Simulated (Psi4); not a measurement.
# MP2/cc-pVDZ (density fitting, density fitting for correlation, sweep point 1) run of H4OS2Si (SMILES O[SiH2]SS)

We compute a single-point energy of H4OS2Si. 

The results are computed with Psi4 1.11.

**1. Starting point**

H4OS2Si has 8 atoms, charge 0, and is taken as a singlet. As SMILES, `O[SiH2]SS`. The coordinates come from a PBE0-D4/def2-TZVP relaxation.

Bond lengths: O1–Si2 1.637 Å, Si2–S3 2.146 Å, S3–S4 2.068 Å, O1–H5 0.960 Å, Si2–H6 1.484 Å, Si2–H7 1.480 Å, S4–H8 1.347 Å. Angles: O1–Si2–S3 112.9°, Si2–S3–S4 95.0°, O1–Si2–H6 111.0°, O1–Si2–H7 107.0°, S3–Si2–H6 106.9°, S3–Si2–H7 106.6°, Si2–O1–H5 116.1°, S3–S4–H8 98.4°, H6–Si2–H7 112.3°.

**2. The energy at MP2/cc-pVDZ (density fitting, density fitting for correlation, sweep point 1)**

Contents of calc.dat:

```
memory 1.6 GB

molecule mol {
  O      0.267700     1.142800    -1.342000
  Si     0.928500     0.284000    -0.115400
  S      0.155000    -1.713700     0.018200
  S     -1.811500    -1.128300     0.276200
  H     -0.681500     1.279900    -1.299000
  H      0.669200     0.936800     1.192300
  H      2.374700     0.159000    -0.404700
  H     -1.810000    -1.017500     1.618400
  symmetry c1
}

set {
  basis cc-pVDZ
  scf_type df
  num_frozen_docc 16
}

E, wfn = energy("mp2", return_wfn=True)
```

Launch:

```bash
$ psi4 -n 1 calc.dat calc.out
```

What values should one expect? Wanted: total energy; HOMO energy; LUMO energy; HOMO–LUMO gap; correlation energy.

Answer, from the run:

Level: MP2/cc-pVDZ (density fitting, density fitting for correlation, sweep point 1), 16 core orbitals frozen.

| quantity | value |
| --- | --- |
| total energy | -1161.80140 Eh |
| HOMO energy (Hartree–Fock orbitals) | -10.17 eV |
| LUMO energy (Hartree–Fock orbitals) | 2.75 eV |
| HOMO–LUMO gap (Hartree–Fock orbitals) | 12.92 eV |
| correlation energy (16 core orbitals frozen) | -549.2 mEh |
